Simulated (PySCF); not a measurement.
# K2 (K2): the cost of one run

Computed with PySCF 2.14.0 and routines of our own; the level stands in each step. Atoms count from 0.

## (1) The system as given

2 atoms, charge 0, multiplicity 1; geometry from: GFN2-xTB.

## (2) Optimising the geometry at CAM-B3LYP/def2-SVP

What the job is given:

```
{"job": {"xc": "CAM-B3LYP", "basis": "def2-SVP", "grid": 1, "kind": "geom"}, "charge": 0, "multiplicity": 1}
K      1.696469    -0.002568    -0.003230
K     -1.693712     0.003836    -0.010919
```

Launch:

```sh
$ OMP_NUM_THREADS=1 python excited_run.py task.json out
```

The driver reads the jobs from task.json and runs them one after another.

**Question.** How long does this first job take on 1 thread of Arm Neoverse V1, shared host, and how much memory does it need?

About 3.9 s, with a peak of 0.28 GiB.
